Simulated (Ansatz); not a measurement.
I need energies of removing a hydrogen of C₃H₇FSn, SMILES C=[C](F)[SnH2][CH3]. Use Ansatz 0.2.0 through its Python package. Level of theory (for the species named): PBE0, def2-SVP basis, multiplicity 1.

```xyz
12

C    -1.6298    1.1710    0.5731
C    -0.7050    1.3344   -0.3364
F    -0.4088    2.5623   -0.8419
Sn    0.4363   -0.3625   -1.0048
C     1.2890   -1.3271    0.6664
H    -2.2203    2.1080    0.9005
H    -1.9146    0.2441    0.9644
H    -0.7132   -1.4750   -1.7634
H     1.5944    0.1272   -2.1088
H     1.9935   -0.6091    1.1884
H     1.8302   -2.2193    0.3663
H     0.5251   -1.6094    1.4303
```

`c3h7fsn_bde.py`:
```python
"""Cost of removing each kind of hydrogen from C3H7FSn, fragments frozen."""

import ansatz as az
from ase import Atoms

SETTINGS = {
    "basis": "def2-SVP",
    "functional": "PBE0",
}


def energy_of(molecule, charge=0, unpaired=0):
    calc = (
        molecule.calculation()
        .basis(gaussian=SETTINGS["basis"])
        .functional(SETTINGS["functional"])
        .accuracy("medium")
        .scf(lower_state_search="light")
    )
    if charge:
        calc = calc.charge(charge)
    if unpaired:
        calc = calc.spin("collinear", total=unpaired)
    report = calc.run().report
    if report["published_state_doubts"]:
        print("  doubts:", report["published_state_doubts"])
    return report["free_energy_ev"]

def without(molecule, index):
    rest = az.Crystal.molecule()
    for i, site in enumerate(molecule.cartesian_sites):
        if i != index:
            rest = rest.atom(site.symbol, site.position_ang)
    return rest

atoms = Atoms(["C", "C", "F", "Sn", "C", "H", "H", "H", "H", "H", "H", "H"], positions=[
    (-1.6298, 1.171, 0.5731),
    (-0.705, 1.3344, -0.3364),
    (-0.4088, 2.5623, -0.8419),
    (0.4363, -0.3625, -1.0048),
    (1.289, -1.3271, 0.6664),
    (-2.2203, 2.108, 0.9005),
    (-1.9146, 0.2441, 0.9644),
    (-0.7132, -1.475, -1.7634),
    (1.5944, 0.1272, -2.1088),
    (1.9935, -0.6091, 1.1884),
    (1.8302, -2.2193, 0.3663),
    (0.5251, -1.6094, 1.4303),
])
mol = az.Crystal.molecule_from_ase(atoms)

whole = energy_of(mol, 0)
hydrogen = energy_of(az.Crystal.molecule().atom("H", (0, 0, 0)), 0, 1)
print(f"E(molecule) = {whole:.5f} eV, E(H) = {hydrogen:.5f} eV")
for index in [6, 8, 11]:
    radical = energy_of(without(mol, index), 0, 1)
    print(f"H{index}: homolysis {96.485332 * (radical + hydrogen - whole):.1f} kJ/mol")
    anion = energy_of(without(mol, index), -1)
    print(f"H{index}: loss of a proton {96.485332 * (anion - whole):.1f} kJ/mol")
```

Running `python c3h7fsn_bde.py` prints:
```text
E(molecule) = -11760.67870 eV, E(H) = -13.61361 eV
H6: homolysis 501.1 kJ/mol
H6: loss of a proton 1690.9 kJ/mol
H8: homolysis 319.1 kJ/mol
H8: loss of a proton 1536.0 kJ/mol
H11: homolysis 473.5 kJ/mol
H11: loss of a proton 1711.5 kJ/mol
```

Notes:
- These settings explore the input space; basis and method may be short of convergence.
- The geometry is a force-field or estimated start, not a minimum of this method, and the basis set is short of its limit. All parts are taken at fixed geometry, without zero-point energy.
- def2 sets replace the cores of elements past krypton by effective core potentials.
- The spin-orbit lowering of heavy atoms is left out.
- Anions want diffuse functions, which this basis lacks.
- Timing: 38 s on 1 thread of Arm Neoverse V2, on a shared host, peak memory 0.42 GiB.
